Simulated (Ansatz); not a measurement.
**InHI radical (SMILES [InH][I]): single points off equilibrium**

How do the functionals fare away from a minimum? The structure is a structure displaced at random from a GFN2-xTB minimum.

The runs use Ansatz 0.2.0, Gaussian basis; single points in def2-TZVPP.

Correlated methods freeze the cores. Filled d shells of the heavier atoms are correlated. Core potentials replace the inner electrons past krypton, and spin-orbit coupling is left out. Orbitals are unrestricted.

## (1) The system as given

SMILES `[InH][I]`, 3 atoms, charge 0, spin multiplicity 2.

Atoms are counted from 1 here; the program's logs count them from 0.

Bond lengths: In1–I2 2.824 Å, In1–H3 2.161 Å. Angles: I2–In1–H3 130.3°.

Coordinates:

```xyz
3

In   -0.5171    0.4550   -0.2170
I     1.9168    0.9182    1.1387
H    -1.3851   -1.3856   -0.9445
```

## (2) CCSD(T)/def2-TZVPP

The input, run/in.yaml:

```yaml
crystal:
  periodic: [false, false, false]
  atoms:
    - {symbol: In, position_ang: [-0.517100, 0.455000, -0.217000]}
    - {symbol: I, position_ang: [1.916800, 0.918200, 1.138700]}
    - {symbol: H, position_ang: [-1.385100, -1.385600, -0.944500]}
basis:
  gaussian: {orbitals: def2-TZVPP}
magnetization: {spin_polarized: true, initial_magnetization: 1}
correlation: {method: ccsd_t}
scf: {omitted_lower_state_checks: [cluster_reference]}
output: {forces: true}
```

The command line of these runs was not kept.

## (3) PBE0-D4/def2-TZVPP

run/in.yaml, as its differences from that of step 2:

```diff
@@ -9,4 +9,3 @@
 magnetization: {spin_polarized: true, initial_magnetization: 1}
-correlation: {method: ccsd_t}
-scf: {omitted_lower_state_checks: [cluster_reference]}
-output: {forces: true}
+hamiltonian: {xc: pbe0, dispersion: d4}
+output: {forces: true, orbitals: {seedname: orbitals}}
```

## (4) wB97M-V/def2-TZVPP

run/in.yaml, as its differences from that of step 3:

```diff
@@ -9,3 +9,3 @@
 magnetization: {spin_polarized: true, initial_magnetization: 1}
-hamiltonian: {xc: pbe0, dispersion: d4}
-output: {forces: true, orbitals: {seedname: orbitals}}
+hamiltonian: {xc: {name: wB97M-V}}
+output: {forces: true}
```

## (5) r2SCAN-D4/def2-TZVPP

run/in.yaml, as its differences from that of step 4:

```diff
@@ -9,3 +9,3 @@
 magnetization: {spin_polarized: true, initial_magnetization: 1}
-hamiltonian: {xc: {name: wB97M-V}}
+hamiltonian: {xc: r2scan, dispersion: d4}
 output: {forces: true}
```

## (6) PBE-D4/def2-TZVPP

run/in.yaml, as its differences from that of step 5:

```diff
@@ -9,3 +9,3 @@
 magnetization: {spin_polarized: true, initial_magnetization: 1}
-hamiltonian: {xc: r2scan, dispersion: d4}
+hamiltonian: {xc: pbe, dispersion: d4}
 output: {forces: true}
```

## (7) B97M-V/def2-TZVPP

run/in.yaml, as its differences from that of step 6:

```diff
@@ -9,3 +9,3 @@
 magnetization: {spin_polarized: true, initial_magnetization: 1}
-hamiltonian: {xc: pbe, dispersion: d4}
+hamiltonian: {xc: {name: B97M-V}}
 output: {forces: true}
```

## (8) BLYP-D4/def2-TZVPP

run/in.yaml, as its differences from that of step 7:

```diff
@@ -9,3 +9,3 @@
 magnetization: {spin_polarized: true, initial_magnetization: 1}
-hamiltonian: {xc: {name: B97M-V}}
+hamiltonian: {xc: {name: BLYP}, dispersion: d4}
 output: {forces: true}
```

(Steps that only read results are left out.)

Before running it: what results should come out? Wanted: energy less free atoms, CCSD(T)/def2-TZVPP; RMS force component; RMS force error; HOMO and LUMO, PBE0-D4; T1 diagnostic.

As calculated:

| quantity | value |
| --- | --- |
| energy less free atoms, CCSD(T)/def2-TZVPP | -392.1 kJ/mol |
| RMS force component | 0.318 to 0.598 eV/Å over the methods |
| RMS force error | PBE0-D4 0.075, wB97M-V 0.039, r2SCAN-D4 0.086, PBE-D4 0.171, B97M-V 0.125, BLYP-D4 0.313 eV/Å |
| HOMO and LUMO, PBE0-D4 | -6.35 and -3.65 eV |
| T1 diagnostic | 0.019 |

What this shows: Against CCSD(T) the functionals' energies less atoms differ by -36.7 to -2.1 kJ/mol, PBE-D4 by -35.1 kJ/mol. The reference is not at the basis limit: in triple zeta CCSD(T) underbinds, which counts against methods that bind more; the gaps are no ranking. For forces wB97M-V does best and BLYP-D4 worst. Frozen-core CCSD(T) forces in triple zeta carry basis errors of their own, and this is one geometry, so small gaps rank nothing.
